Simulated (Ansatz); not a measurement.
# CH₃AlF₂Se: one species, many methods

An exercise on one series of results from a longer session: the logs are not shown, and one member is left open.

The runs use Ansatz 0.2.0, Gaussian basis; functionals in def2-TZVPP, the program's frozen cores in correlated methods.

Plan: LDA (SPW92), PBE-D4, revPBE-D4, BLYP-D4, r2SCAN-D4, B97M-V, PBE0-D4, B3LYP-D4, r2SCANh-D4, r2SCAN0-D4, HSE06-D4, BHLYP-D4, CAM-B3LYP-D4, LC-ωPBE, ωB97X-V, ωB97M-V, B2PLYP, PBE-QIDH; CCSD(T)/def2-SVP; CCSD(T)/def2-TZVPP; MP2/def2-QZVPP; extrapolation to the limit; RPA on PBE.

**Structure used throughout**

The geometry comes from an earlier relaxation with PBE0-D4 in a triple-zeta def2 set; it is a stationary point, not always the lowest conformer.

SMILES `C[Se][Al]([F])[F]`, 8 atoms, charge 0, spin multiplicity 1.

Atoms are counted from 1 here; the program's logs count them from 0.

Bond lengths: C1–Se2 1.970 Å, C1–H6 1.087 Å, C1–H7 1.087 Å, C1–H8 1.087 Å, Se2–Al3 2.275 Å, Al3–F4 1.638 Å, Al3–F5 1.643 Å. Angles: Se2–C1–H6 107.8°, Se2–C1–H7 111.0°, Se2–C1–H8 107.6°, H6–C1–H7 110.1°, H6–C1–H8 110.3°, H7–C1–H8 110.0°, C1–Se2–Al3 97.6°, Se2–Al3–F4 121.3°, Se2–Al3–F5 120.0°, F4–Al3–F5 118.6°.

Set-up of the first run:

File in.yaml:

```yaml
crystal:
  periodic: [false, false, false]
  atoms:
    - {symbol: C, position_ang: [-0.615135, -0.234093, 1.272742]}
    - {symbol: Se, position_ang: [0.576783, -1.317875, 0.139014]}
    - {symbol: Al, position_ang: [0.815669, 0.177192, -1.559435]}
    - {symbol: F, position_ang: [1.734989, -0.164787, -2.871255]}
    - {symbol: F, position_ang: [0.060399, 1.634122, -1.485149]}
    - {symbol: H, position_ang: [-1.552232, -0.774521, 1.381212]}
    - {symbol: H, position_ang: [-0.796193, 0.740520, 0.827327]}
    - {symbol: H, position_ang: [-0.132182, -0.117559, 2.239843]}
basis:
  gaussian: {orbitals: def2-TZVPP}
hamiltonian: {xc: lda}
output: {orbitals: {seedname: orbitals}}
```

The run is started by

```console
$ ansatz run in.yaml --threads 4 --pin off --events-out ev --progress --plain --max-ram 10444MiB
```

Steps of the session up to this table: LDA; PBE-D4 (GGA); revPBE-D4 (GGA); BLYP-D4 (GGA); r2SCAN-D4 (meta-GGA); B97M-V (meta-GGA); B3LYP-D4 (hybrid); r2SCANh-D4 (hybrid); r2SCAN0-D4 (hybrid); HSE06-D4 (hybrid); BHLYP-D4 (hybrid); CAM-B3LYP-D4 (range-separated); LC-ωPBE (range-separated); ωB97X-V (range-separated); ωB97M-V (range-separated); B2PLYP (double hybrid); PBE-QIDH (double hybrid).

One table of the session follows, with a row left open; its other results are not shown here.

It belongs to the step «Orbital energies across the functionals». 

```
  functional  HOMO (eV)  gap (eV)
 LDA (SPW92)      -6.33      4.17
      PBE-D4      -6.18      4.31
   revPBE-D4      -6.12      4.41
     BLYP-D4      -6.00      4.19
   r2SCAN-D4      -6.43      4.99
      B97M-V      -6.48      4.84
     PBE0-D4      -7.31      6.29
    B3LYP-D4      -7.07      5.75
  r2SCANh-D4      -6.85      5.68
  r2SCAN0-D4      -7.47      6.70
    HSE06-D4      -6.91      5.52
    BHLYP-D4      -8.28      8.01
CAM-B3LYP-D4      -8.57      8.41
     LC-ωPBE          ?         ?
     ωB97X-V      -9.57     10.51
     ωB97M-V      -9.43     10.05
```

Estimate the missing values for LC-ωPBE.

**Answer.** HOMO (eV): -9.91; gap (eV): 11.04. In the column «HOMO (eV)» it is the lowest.
